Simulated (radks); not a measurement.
# Ge⁴⁺ in [Ar] 3d10: an all-electron calculation

One table from this session's results is given with a row withheld; the runs are named, their logs left out.

Program: radks (a radial shooting solver on a logarithmic mesh, Libxc functionals) version 1. Level of theory: scalar-relativistic Kohn-Sham, BLYP, spin-polarised, spherical densities, point nucleus. These are calculated values, not measurements, unless marked.

## The atom as given

```
element       : germanium (Z = 32)
charge        : +4
electrons     : 28
configuration : [Ar] 3d10
```

Outer shells as boxes (Hund's rule):

Ge⁴⁺
```
[Ar] core
3d [↑↓][↑↓][↑↓][↑↓][↑↓]
```

The first run:

Settings of this run:

```text
Z 32
configuration [Ar] 3d10 4s0 4p0
relativity scalar-relativistic
functional b88,lyp
spin polarised
nucleus point
c 137.035999084
```

One table of the session follows, with a row left open; its other results are not shown here.

Radial moments (bohr):

| level | <r> | outermost maximum (interpolated) | 90 % within | nodes |
| --- | --- | --- | --- | --- |
| 1s | 0.04700 | 0.0307 | 0.0840 | 0 |
| 2s | 0.2100 | 0.176 | 0.325 | 1 |
| 2p | ? | ? | ? | ? |
| 3s | 0.6238 | 0.542 | 0.933 | 2 |
| 3p | 0.6456 | 0.543 | 0.992 | 1 |
| 3d | 0.7179 | 0.502 | 1.21 | 0 |
| 4s | 1.773 | 1.58 | 2.57 | 3 |
| 4p | 2.009 | 1.79 | 2.93 | 2 |

Estimate the missing values for 2p.

As computed: <r>: 0.1837; outermost maximum (interpolated): 0.141; 90 % within: 0.300; nodes: 0. In the column «<r>» it lies between 1s (0.04700) and 2s (0.2100).
